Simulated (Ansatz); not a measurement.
**CH₅BN₂: one species, many methods**

One table from this session's results is given with a row withheld; the runs are named, their logs left out.

Program: Ansatz 0.2.0, Gaussian basis. Level of theory: functionals in def2-TZVPP, the program's frozen cores in correlated methods. These are calculated values, not measurements.

The runs, in order: PBE-D4, r2SCAN-D4, PBE0-D4, B3LYP-D4, ωB97X-V, ωB97M-V, B2PLYP; CCSD(T)/def2-TZVPP; CCSD(T)/def2-QZVPP; extrapolation to the limit.

**The relaxed structure**

The geometry comes from an earlier relaxation with PBE0-D4 in a triple-zeta def2 set; it is a stationary point, not always the lowest conformer.

SMILES `NC1BN1`, 9 atoms, charge 0, spin multiplicity 1.

Atoms are counted from 1 here; the program's logs count them from 0.

Bond lengths: N1–C2 1.431 Å, N1–H5 1.010 Å, N1–H6 1.010 Å, C2–B3 1.561 Å, C2–N4 1.467 Å, C2–H7 1.092 Å, B3–N4 1.341 Å, B3–H8 1.184 Å, N4–H9 1.004 Å. Angles: C2–N1–H5 112.7°, C2–N1–H6 112.4°, H5–N1–H6 108.5°, N1–C2–B3 121.1°, N1–C2–N4 117.3°, N1–C2–H7 115.1°, B3–C2–N4 52.5°, B3–C2–H7 121.1°, N4–C2–H7 113.6°, C2–B3–N4 60.2°, C2–B3–H8 154.8°, N4–B3–H8 144.9°, C2–N4–B3 67.4°, C2–N4–H9 135.2°, B3–N4–H9 156.3°.

Set-up of the first run:

File in.yaml:

```yaml
crystal:
  periodic: [false, false, false]
  atoms:
    - {symbol: N, position_ang: [0.247230, 1.236856, -0.521335]}
    - {symbol: C, position_ang: [-0.319125, -0.058695, -0.298028]}
    - {symbol: B, position_ang: [-0.286604, -0.719272, 1.115757]}
    - {symbol: N, position_ang: [0.582051, -1.115609, 0.173637]}
    - {symbol: H, position_ang: [0.221436, 1.511704, -1.493232]}
    - {symbol: H, position_ang: [-0.204321, 1.954401, 0.027271]}
    - {symbol: H, position_ang: [-1.025763, -0.393451, -1.060097]}
    - {symbol: H, position_ang: [-0.616762, -0.849320, 2.245826]}
    - {symbol: H, position_ang: [1.401848, -1.566625, -0.189809]}
basis:
  gaussian: {orbitals: def2-TZVPP}
hamiltonian: {xc: pbe, dispersion: d4}
output: {forces: true, orbitals: {seedname: orbitals}}
```

Launch:

```
ansatz run in.yaml --threads 2 --pin off --events-out ev --progress --plain --max-ram 32768MiB --backend cpu
```

Steps of the session up to this table: PBE-D4 (GGA); r2SCAN-D4 (meta-GGA); PBE0-D4 (hybrid); B3LYP-D4 (hybrid); ωB97X-V (range-separated); ωB97M-V (range-separated); B2PLYP (double hybrid); CCSD(T) in def2-TZVPP; CCSD(T) in def2-QZVPP.

One table of the session follows, with a row left open; its other results are not shown here.

It belongs to the step «Atomisation energies». 

```
            method  atoms, summed (eV)  atomisation energy (kJ/mol)
            PBE-D4           -4733.922                       3453.8
         r2SCAN-D4           -4738.355                       3331.6
           PBE0-D4           -4735.229                       3365.3
          B3LYP-D4           -4741.370                       3357.3
           ωB97X-V                   ?                            ?
           ωB97M-V           -4738.911                       3359.3
            B2PLYP           -4737.343                       3307.8
     HF/def2-TZVPP           -4721.974                       2262.1
    MP2/def2-TZVPP           -4730.120                       3275.4
   CCSD/def2-TZVPP           -4732.114                       3149.4
CCSD(T)/def2-TZVPP           -4732.329                       3208.4
           MP2/CBS           -4731.522                       3380.4
       CCSD(T)/CBS           -4733.523                       3310.1
```

**Question.** Estimate the row for ωB97X-V.

As computed: atoms, summed (eV): -4739.555; atomisation energy (kJ/mol): 3351.2. In the column «atoms, summed (eV)» it lies between B3LYP-D4 (-4741.370) and ωB97M-V (-4738.911).
